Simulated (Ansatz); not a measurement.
# BiW: the cost of one run

Method: DFT PBE, scalar-relativistic, plane waves, PAW, in Ansatz 0.2.0.

1 further run of the same task is left out (for a known fault of the program). Runs told in other sessions of the task aren't counted.

## 1. The starting structure

The structure is hexagonal, space group P6_3/mmc (No. 194). The conventional cell has a = 4.626 Å, b = 4.626 Å, c = 5.153 Å, α = 90.00°, β = 90.00°, γ = 120.00°. W (site symmetry -3m) is surrounded by 2 W at 2.58 Å and 6 Bi at 2.97 Å. Bi (site symmetry -6m2) has 6 W at 2.97 Å in its first shell of neighbours.

As a file:

```
W Bi
1.0
     4.62621    0.00000    0.00000
    -2.31310    4.00641    0.00000
     0.00000    0.00000    5.15283
W Bi
2 2
Direct
  0.00000 0.00000 0.00000
  0.00000 0.00000 0.50000
  0.33333 0.66667 0.25000
  0.66667 0.33333 0.75000
```

This cell comes from an earlier session at PBE: 23.876 Å³/atom at 0.00 GPa, on a 10×10×6 mesh.

The changes: atom 3 (Bi) moved 0.08 Å along x; atom 1 (W) moved 0.12 Å along y; strain e3 = -0.02, atoms carried along; strain e1 = -0.01, atoms carried along; all atoms moved at random (σ = 0.1 Å), cell strained at random (1 %); all atoms moved at random (σ = 0.06 Å), cell strained at random (1 %).

## 2. Atom 3 (Bi) moved 0.08 Å along x

Input file input.yaml:

```yaml
crystal:
  lattice:
    - [4.6262075996, 0.0, 0.0]
    - [-2.3131037998, 4.0064133044, 0.0]
    - [0.0, 0.0, 5.1528347002]
  atoms:
    - { symbol: W, position: [0.0, 0.0, 0.0] }
    - { symbol: W, position: [0.0, 0.0, 0.5] }
    - { symbol: Bi, position: [0.3506261154, 0.6666666667, 0.25] }
    - { symbol: Bi, position: [0.6666666667, 0.3333333333, 0.75] }
basis:
  ecutwfc: 420
  ecutrho_ratio: 4
kpoints:
  mp_grid: { grid: [10, 10, 6] }
hamiltonian:
  xc: pbe
scf:
  occupations: { method: gaussian, width: 0.05 }
output:
  forces: true
  stress: true
  eigenvalues: true
  write_density: true
  write_potential: true
  elf: true
  volumetric_format: npy
```

Launch:

```console
$ ansatz run input.yaml --threads 2 --pin off --max-ram 2662MiB --backend cpu --events-out ev --progress --plain --runs-dir out
```

**Question.** How long does this run take on 2 threads of Arm Neoverse V2, shared host, and how much memory does it need?

About 43 s, with a peak of 0.71 GiB.
